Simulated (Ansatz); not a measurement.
# Ca4SiSe2: the cost of one run

Computed with Ansatz 0.2.0 (DFT PBE, scalar-relativistic, plane waves, PAW, unless a step's input says otherwise).

1 further run of the same task is left out (set aside as unsound or not needed).

### 1 The system as given

Symmetry: P6/mmm, No. 191, hexagonal system. The conventional cell has a = 9.155 Å, b = 9.155 Å, c = 5.616 Å, α = 90.00°, β = 90.00°, γ = 120.00°. Ca (site symmetry mmm) is surrounded by 2 Se at 2.64 Å. Ca (site symmetry 6/mmm) has 2 Si at 2.81 Å as nearest neighbours. Si (site symmetry 6/mmm) is surrounded by 2 Ca at 2.81 Å. Se (site symmetry -6m2) has 3 Ca at 2.64 Å as nearest neighbours.

Structure file:

```cif
data_structure
_symmetry_space_group_name_H-M 'P6/mmm'
_symmetry_Int_Tables_number 191
_cell_length_a 9.1554
_cell_length_b 9.1554
_cell_length_c 5.6158
_cell_angle_alpha 90.000
_cell_angle_beta 90.000
_cell_angle_gamma 120.000
_cell_volume 407.66
loop_
_atom_site_label
_atom_site_type_symbol
_atom_site_symmetry_multiplicity
_atom_site_Wyckoff_symbol
_atom_site_fract_x
_atom_site_fract_y
_atom_site_fract_z
_atom_site_occupancy
Ca1 Ca 3 f 0.50000 0.00000 0.00000 1
Ca2 Ca 1 b 0.00000 0.00000 0.50000 1
Si1 Si 1 a 0.00000 0.00000 0.00000 1
Se1 Se 2 c 0.33333 0.66667 0.00000 1
```

The cell was relaxed beforehand at this level, from a generated guess; it needn't be the stable form of this composition. At a tolerance of 0.05 Å it has space group P6/mmm (No. 191); it has 58.24 Å³/atom, an uncorrected energy of -0.35 eV/atom over the elements.

### 2 Static run: bands, density of states and charges

input.yaml reads:

```yaml
crystal:
  lattice:
    - [9.1554015218, 0.0, 0.0]
    - [-4.5777007609, 7.9288102997, 0.0]
    - [0.0, 0.0, 5.6158220011]
  atoms:
    - { symbol: Ca, position: [0.5, 0.0, 0.0] }
    - { symbol: Ca, position: [0.0, 0.5, 0.0] }
    - { symbol: Ca, position: [0.5, 0.5, 0.0] }
    - { symbol: Ca, position: [0.0, 0.0, 0.5] }
    - { symbol: Si, position: [0.0, 0.0, 0.0] }
    - { symbol: Se, position: [0.3333333333, 0.6666666667, 0.0] }
    - { symbol: Se, position: [0.6666666667, 0.3333333333, 0.0] }
basis:
  ecutwfc: 420
kpoints:
  mp_grid: { grid: [6, 6, 8] }
  band_path:
    path:
      - [[0.0, 0.0, 0.0], [0.5, 0.0, 0.0], [0.33333333, 0.33333333, 0.0], [0.0, 0.0, 0.0], [0.0, 0.0, 0.5], [0.5, 0.0, 0.5], [0.33333333, 0.33333333, 0.5], [0.0, 0.0, 0.5]]
      - [[0.5, 0.0, 0.5], [0.5, 0.0, 0.0]]
      - [[0.33333333, 0.33333333, 0.5], [0.33333333, 0.33333333, 0.0]]
    npoints: 14
hamiltonian:
  xc: pbe
scf:
  occupations: { method: gaussian, width: 0.1 }
  n_extra_bands: 17
output:
  forces: true
  stress: true
  eigenvalues: true
  populations: true
  dos: { projected: true, de: 0.02, nscf_kmesh: { grid: [8, 8, 10] } }
  bader: true
  write_density: true
  write_potential: true
  elf: true
  volumetric_format: npy
```

Launch:

```
$ ansatz run input.yaml --threads 1 --pin off --max-ram 2560MiB --backend cpu --events-out ev --progress --plain --runs-dir out
```

Q: Estimate wall time and peak memory on 1 thread of Arm Neoverse V1, shared host.

About 4.3 min, with a peak of 1.7 GiB.
